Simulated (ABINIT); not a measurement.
# MgBe (Pm-3m) in ABINIT: single point with PBEsol

Aim: the single point of MgBe with PBEsol.

Program: ABINIT 10.8.3 (patched build). These are calculated values, not measurements. Logs are shortened: lines on timing, memory, paths and dates and some standing lists are left out, and cuts for length are marked. The log counts tension as positive stress, the text compression.

## (1) The structure

Symmetry: Pm-3m, No. 221, cubic system. Conventional cell: a = 2.902 Å, b = 2.902 Å, c = 2.902 Å, α = 90.00°, β = 90.00°, γ = 90.00°. Around Mg (site symmetry m-3m) lie 8 Be at 2.51 Å. Around Be (site symmetry m-3m) lie 8 Mg at 2.51 Å.

The cell was built by a generator and needn't be a form met in nature.

## (2) Single point, PBEsol

Input file run.abi:

```
# Pseudopotentials
pp_dirpath "./"
pseudos "Mg.GGA_PBE-JTH.xml, Be.GGA_PBE-JTH.xml"

# Structure
acell 5.4846509075 5.4846509075 5.4846509075
rprim
     1.0000000000     0.0000000000     0.0000000000
     0.0000000000     1.0000000000     0.0000000000
     0.0000000000     0.0000000000     1.0000000000
ntypat 2
znucl 12 4
natom 2
typat 1 2
xred
     0.5000000000     0.5000000000     0.5000000000
     0.0000000000     0.0000000000     0.0000000000

# Plane-wave basis
ecut 16.0
pawecutdg 32.0
pawxcdev 0

# k points
kptopt 1
ngkpt 7 7 7
nshiftk 1
shiftk 0.0 0.0 0.0

# Exchange and correlation
ixc -116133

# Bands and occupations
nband 11
occopt 3
tsmear 0.00183747

# SCF cycle
nstep 100
tolvrs 1.0e-9

# Output
iomode 3
prtwf 0
prteig 0
prtebands 0
enunit 2
prtden 1
prtvha 1
prtvclmb 1
prtpot 1
```

Potentials or basis: JTH PAW PBE v2.0.

Started as:

```console
$ abinit run.abi > log 2>&1
```

run.abo:

```text
.Version 10.8.3 of ABINIT
 Symmetries : space group Pm -3 m (#221); Bravais cP (primitive cubic)
================================================================================
 Values of the parameters that define the memory need of the present run
     intxc =       0    ionmov =       0      iscf =      17    lmnmax =       8
     lnmax =       4     mgfft =      20  mpssoang =       2    mqgrid =    3001
     natom =       2  nloc_mem =       2    nspden =       1   nspinor =       1
    nsppol =       1      nsym =      48    n1xccc =       1    ntypat =       2
    occopt =       3   xclevel =       2
       mpw =         517          nfft =        8000          nkpt =          20
 PAW method is used; the additional fine FFT grid is defined by:
   mgfftf=        30    nfftf =     27000
================================================================================
================================================================================

--------------------------------------------------------------------------------
------------- Echo of variables that govern the present computation ------------
--------------------------------------------------------------------------------
 -outvars: echo values of preprocessed input variables --------
            acell      5.4846509075E+00  5.4846509075E+00  5.4846509075E+00 Bohr
              amu      2.43050000E+01  9.01218200E+00
             ecut      1.60000000E+01 Hartree
           enunit           2
              ixc     -116133
         kptrlatt        7    0    0      0    7    0      0    0    7
          kptrlen      3.83925564E+01
            natom           2
            nband          11
            ngfft          20      20      20
          ngfftdg          30      30      30
             nkpt          20
            nstep         100
             nsym          48
           ntypat           2
           occopt           3
        pawecutdg      3.20000000E+01 Hartree
         pawxcdev           0
        prtebands           0
           prteig           0
           prtpot           1
         prtvclmb           1
           prtvha           1
            prtwf           0
          spgroup         221
           tolvrs      1.00000000E-09
           tsmear      1.83747000E-03 Hartree
            typat      1  2
           useylm           1
           xangst      1.4511761340E+00  1.4511761340E+00  1.4511761340E+00
                       0.0000000000E+00  0.0000000000E+00  0.0000000000E+00
            xcart      2.7423254537E+00  2.7423254537E+00  2.7423254537E+00
                       0.0000000000E+00  0.0000000000E+00  0.0000000000E+00
             xred      5.0000000000E-01  5.0000000000E-01  5.0000000000E-01
                       0.0000000000E+00  0.0000000000E+00  0.0000000000E+00
            znucl       12.00000    4.00000

================================================================================

 chkinp: Checking input parameters for consistency.

================================================================================
== DATASET  1 ==================================================================

--- !DatasetInfo
iteration_state: {dtset: 1, }
dimensions: {natom: 2, nkpt: 20, mband: 11, nsppol: 1, nspinor: 1, nspden: 1, mpw: 517, }
cutoff_energies: {ecut:  16.0, pawecutdg:  32.0, }
electrons: {nelect:   1.40000000E+01, charge:   0.00000000E+00, occopt:   3.00000000E+00, tsmear:   1.83747000E-03, }
meta: {optdriver: 0, ionmov: 0, optcell: 0, iscf: 17, paral_kgb: 0, }
...

 Real(R)+Recip(G) space primitive vectors, cartesian coordinates (Bohr,Bohr^-1):
 R(1)=  5.4846509  0.0000000  0.0000000  G(1)=  0.1823270  0.0000000  0.0000000
 R(2)=  0.0000000  5.4846509  0.0000000  G(2)=  0.0000000  0.1823270  0.0000000
 R(3)=  0.0000000  0.0000000  5.4846509  G(3)=  0.0000000  0.0000000  0.1823270
 Unit cell volume ucvol=  1.6498595E+02 bohr^3
 Angles (23,13,12)=  9.00000000E+01  9.00000000E+01  9.00000000E+01 degrees

 Coarse grid specifications (used for wave-functions):

 getcut: wavevector=  0.0000  0.0000  0.0000  ngfft=  20  20  20
         ecut(hartree)=     16.000   => boxcut(ratio)=   2.02514

 Fine grid specifications (used for densities):

 getcut: wavevector=  0.0000  0.0000  0.0000  ngfft=  30  30  30
         ecut(hartree)=     32.000   => boxcut(ratio)=   2.14799

--- Pseudopotential description ------------------------------------------------
- pspini: atom type   1  psp file is ./Mg.GGA_PBE-JTH.xml
 Pseudopotential format is: paw10
 basis_size (lnmax)=  4 (lmn_size=  8), orbitals=   0   0   1   1
 Spheres core radius: rc_sph= 1.90157919
 Shapefunction is SIN type: shapef(r)=[sin(pi*r/rshp)/(pi*r/rshp)]**2
 Radius for shape functions =  1.70710089
 Compensation charge density is not taken into account in XC energy/potential

- pspini: atom type   2  psp file is ./Be.GGA_PBE-JTH.xml
 Pseudopotential format is: paw10
 basis_size (lnmax)=  4 (lmn_size=  8), orbitals=   0   0   1   1
 Spheres core radius: rc_sph= 1.60727588
 Shapefunction is SIN type: shapef(r)=[sin(pi*r/rshp)/(pi*r/rshp)]**2
 Radius for shape functions =  1.40108027
 Compensation charge density is not taken into account in XC energy/potential

   2.18521128E+02                                ecore*ucvol(ha*bohr**3)
--------------------------------------------------------------------------------

================================================================================

--- !BeginCycle
iteration_state: {dtset: 1, }
solver: {iscf: 17, nstep: 100, nline: 4, wfoptalg: 10, }
tolerances: {tolvrs: 1.00E-09, }
...

     iter   Etot(hartree)      deltaE(h)  residm     nres2
 ETOT  1  -77.465491526124    -7.747E+01 1.185E+01 5.214E-01
 ETOT  2  -78.084656420047    -6.192E-01 5.364E-03 1.107E-01
 ETOT  3  -78.083406157931     1.250E-03 1.506E-03 2.380E-02
 ETOT  4  -78.083252494463     1.537E-04 5.562E-04 6.014E-04
 ETOT  5  -78.083253058378    -5.639E-07 4.758E-04 1.183E-04
 ETOT  6  -78.083252054629     1.004E-06 1.951E-04 2.221E-06
 ETOT  7  -78.083252036801     1.783E-08 1.986E-04 4.691E-08
 ETOT  8  -78.083252037638    -8.368E-10 6.457E-05 1.924E-08
 ETOT  9  -78.083252037171     4.662E-10 4.599E-05 1.252E-10

 At SCF step    9       nres2   =  1.25E-10 < tolvrs=  1.00E-09 =>converged.

 Cartesian components of stress tensor (hartree/bohr^3)
  sigma(1 1)= -4.21558750E-04  sigma(3 2)=  0.00000000E+00
  sigma(2 2)= -4.21558750E-04  sigma(3 1)=  0.00000000E+00
  sigma(3 3)= -4.21558750E-04  sigma(2 1)=  0.00000000E+00

--- !ResultsGS
iteration_state: {dtset: 1, }
comment   : Summary of ground state results
lattice_vectors:
- [  5.4846509,   0.0000000,   0.0000000, ]
- [  0.0000000,   5.4846509,   0.0000000, ]
- [  0.0000000,   0.0000000,   5.4846509, ]
lattice_lengths: [   5.48465,    5.48465,    5.48465, ]
lattice_angles: [ 90.000,  90.000,  90.000, ] # degrees, (23, 13, 12)
lattice_volume:   1.6498595E+02
convergence: {deltae:  4.662E-10, res2:  1.252E-10, residm:  4.599E-05, diffor: null, }
etotal    :  -7.80832520E+01
entropy   :   0.00000000E+00
fermie    :   2.43457735E-01
cartesian_stress_tensor: # hartree/bohr^3
- [ -4.21558750E-04,   0.00000000E+00,   0.00000000E+00, ]
- [  0.00000000E+00,  -4.21558750E-04,   0.00000000E+00, ]
- [  0.00000000E+00,   0.00000000E+00,  -4.21558750E-04, ]
pressure_GPa:   1.2403E+01
xred      :
- [  5.0000E-01,   5.0000E-01,   5.0000E-01, Mg]
- [  0.0000E+00,   0.0000E+00,   0.0000E+00, Be]
cartesian_forces: # hartree/bohr
- [ -0.00000000E+00,  -0.00000000E+00,  -0.00000000E+00, ]
- [ -0.00000000E+00,  -0.00000000E+00,  -0.00000000E+00, ]
force_length_stats: {min:   0.00000000E+00, max:   0.00000000E+00, mean:   0.00000000E+00, }
...

 Integrated electronic density in atomic spheres:
 ------------------------------------------------
 Atom  Sphere_radius  Integrated_density
    1        1.90158          8.32103318
    2        1.60728          2.55856569

================================================================================

 ----iterations are completed or convergence reached----

 Mean square residual over all n,k,spin=   45.464E-08; max=  45.988E-06
 reduced coordinates (array xred) for    2 atoms
       0.500000000000      0.500000000000      0.500000000000
       0.000000000000      0.000000000000      0.000000000000
 rms dE/dt=  0.0000E+00; max dE/dt=  0.0000E+00; dE/dt below (all hartree)
    1       0.000000000000      0.000000000000      0.000000000000
    2       0.000000000000      0.000000000000      0.000000000000

 cartesian coordinates (angstrom) at end:
    1      1.45117613401923     1.45117613401923     1.45117613401923
    2      0.00000000000000     0.00000000000000     0.00000000000000

 cartesian forces (hartree/bohr) at end:
    1     -0.00000000000000    -0.00000000000000    -0.00000000000000
    2     -0.00000000000000    -0.00000000000000    -0.00000000000000
 frms,max,avg= 0.0000000E+00 0.0000000E+00   0.000E+00  0.000E+00  0.000E+00 h/b

 cartesian forces (eV/Angstrom) at end:
    1     -0.00000000000000    -0.00000000000000    -0.00000000000000
    2     -0.00000000000000    -0.00000000000000    -0.00000000000000
 frms,max,avg= 0.0000000E+00 0.0000000E+00   0.000E+00  0.000E+00  0.000E+00 e/A
 length scales=  5.484650907500  5.484650907500  5.484650907500 bohr
              =  2.902352268038  2.902352268038  2.902352268038 angstroms
 Fermi (or HOMO) energy (hartree) =   0.24346   Average Vxc (hartree)=  -0.36492
 Eigenvalues (hartree) for nkpt=  20  k points:
 kpt#   1, nband= 11, wtk=  0.00292, kpt=  0.0000  0.0000  0.0000 (reduced coord)
  -3.40881   -2.49825   -1.28240   -1.28240   -1.28240   -0.09322    0.41483    0.41483
   0.41483    0.48625    0.48625
      occupation numbers for kpt#   1
   2.00000    2.00000    2.00000    2.00000    2.00000    2.00000    0.00000    0.00000
   0.00000    0.00000    0.00000
 prteigrs : prtvol=0 or 1, do not print more k-points.

 Fermi (or HOMO) energy (eV) =   6.62482   Average Vxc (eV)=  -9.92987
 Eigenvalues (   eV  ) for nkpt=  20  k points:
 kpt#   1, nband= 11, wtk=  0.00292, kpt=  0.0000  0.0000  0.0000 (reduced coord)
 -92.75834  -67.98083  -34.89600  -34.89600  -34.89600   -2.53657   11.28796   11.28796
  11.28796   13.23149   13.23149
 prteigrs : prtvol=0 or 1, do not print more k-points.

--- !EnergyTerms
iteration_state     : {dtset: 1, }
comment             : Components of total free energy in Hartree
kinetic             :  5.52010546321933E+00
hartree             :  1.47525182502462E+01
xc                  : -2.06083466308885E+00
Ewald energy        : -3.58529094973226E+01
psp_core            :  1.32448322364083E+00
local_psp           : -4.61087485865370E+01
PAW spherical_terms : -1.56576854414035E+01
internal            : -7.80830712512455E+01
'-kT*entropy'       : -1.90013493812047E-04
total_energy        : -7.80832612647393E+01
total_energy_eV     : -2.12475378162067E+03
...

--- !EnergyTermsDC
iteration_state     : {dtset: 1, }
comment             : '"Double-counting" decomposition of free energy'
band_energy         : -1.90728722631076E+01
Ewald energy        : -3.58529094973226E+01
psp_core            :  1.32448322364083E+00
xc_dc               : -1.41303192524041E+01
PAW spherical_terms : -1.03514442344842E+01
internal            : -7.80830620236775E+01
'-kT*entropy'       : -1.90013493812047E-04
total_energy_dc     : -7.80832520371713E+01
total_energy_dc_eV  : -2.12475353052575E+03
...

--- !EnergyTermsWithPAWCore
iteration_state     : {dtset: 1, }
comment             : 'Components of total free energy, including PAW core contributions'
Total energy        : -2.14546840592472E+02
Total energy DC     : -2.14546831364904E+02
Total energy (eV)   : -5.83811694721668E+03
Total energy DC (eV): -5.83811669612176E+03
...

 Cartesian components of stress tensor (hartree/bohr^3)
  sigma(1 1)= -4.21558750E-04  sigma(3 2)=  0.00000000E+00
  sigma(2 2)= -4.21558750E-04  sigma(3 1)=  0.00000000E+00
  sigma(3 3)= -4.21558750E-04  sigma(2 1)=  0.00000000E+00

-Cartesian components of stress tensor (GPa)         [Pressure=  1.2403E+01 GPa]
- sigma(1 1)= -1.24026866E+01  sigma(3 2)=  0.00000000E+00
- sigma(2 2)= -1.24026866E+01  sigma(3 1)=  0.00000000E+00
- sigma(3 3)= -1.24026866E+01  sigma(2 1)=  0.00000000E+00

== END DATASET(S) ==============================================================
================================================================================

 -outvars: echo values of variables after computation  --------
            acell      5.4846509075E+00  5.4846509075E+00  5.4846509075E+00 Bohr
           etotal     -7.8083252037E+01
            fcart     -0.0000000000E+00 -0.0000000000E+00 -0.0000000000E+00
                      -0.0000000000E+00 -0.0000000000E+00 -0.0000000000E+00
           strten     -4.2155875021E-04 -4.2155875021E-04 -4.2155875021E-04
                       0.0000000000E+00  0.0000000000E+00  0.0000000000E+00
           xangst      1.4511761340E+00  1.4511761340E+00  1.4511761340E+00
                       0.0000000000E+00  0.0000000000E+00  0.0000000000E+00
             xred      5.0000000000E-01  5.0000000000E-01  5.0000000000E-01
                       0.0000000000E+00  0.0000000000E+00  0.0000000000E+00
 Calculation completed.
```

It took 5.6 s on 1 thread of Intel Xeon 6975P-C (Granite Rapids), shared host; peak memory 0.09 GiB.

What came out:

| Property | Result |
| --- | --- |
| Free energy | -2124.7535 eV |
| Band gap on the k mesh | none (metal or under the smearing width) |
| Valence electrons inside the program's atomic spheres | Mg 8.32; Be 2.56 |

Levels at points of the mesh, in eV from the Fermi level:
```
           k point  band 4  band 5  band 6  band 7  band 8  band 9  band 10  band 11
(0.00, 0.00, 0.00)  -41.52  -41.52   -9.16    4.66    4.66    4.66     6.61     6.61
```

Caveat: the cutoff is too short for stress, so the log's stress isn't used; the PAW data sets were made with another functional, which shifts forces and pressure a little.
